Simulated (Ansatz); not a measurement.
# ZrS (triplet): wave-function methods side by side, def2-QZVPP

An exercise on one series of results from a longer session: the logs are not shown, and one member is left open.

Program: Ansatz 0.2.0, Gaussian basis. Level of theory: def2-QZVPP, core rule «outside noble gas», up to 9 orbitals frozen. These are calculated values, not measurements.

To be run: UHF; ROHF; CCSD(T) on UHF.

2 further runs of the same task are left out: 2 set aside as unsound or not needed.

**The geometry**

The geometry is a PBE0/def2-TZVP stationary point (not a proven minimum) of the parent state, kept for this charge and spin. No spin-orbit coupling is included. Elements past krypton take def2 core potentials.

2 atoms, charge 0, spin multiplicity 3.

Atoms are counted from 1 here; the program's logs count them from 0.

Bond lengths: Zr1–S2 2.143 Å.

As a file:

```
Zr    0.0000    0.0000    0.0000
S     0.0000    0.0000    2.1434
```

Set-up of the first run:

Contents of in.yaml:

```yaml
crystal:
  periodic: [false, false, false]
  atoms:
    - {symbol: Zr, position_ang: [0.000000, 0.000000, 0.000000]}
    - {symbol: S, position_ang: [0.000000, 0.000000, 2.143378]}
basis:
  gaussian: {orbitals: "def2-QZVPP.json"}
magnetization: {spin_polarized: true, initial_magnetization: 2}
hamiltonian: {xc: hf}
output: {orbitals: {seedname: orbitals}}
```

Run with:

```
$ ansatz run in.yaml --threads 1 --pin off --events-out ev --progress --plain --max-ram 4096MiB --backend cpu
```

Steps of the session up to this table: UHF; ROHF; CCSD(T) on UHF.

One of the session's tables, all rows but one given; the rest of the session is left out.

| method | from UCCSD(T) (meV) |
| --- | --- |
| ROHF | +8098.7 |
| UHF | ? |
| UMP2 | +802.6 |
| UCCSD | +583.4 |
| UCCSD(T) | 0 |

Estimate the missing values for UHF.

The run gave: from UCCSD(T) (meV): +7957.8. In the column «from UCCSD(T) (meV)» it lies between UMP2 (+802.6) and ROHF (+8098.7).
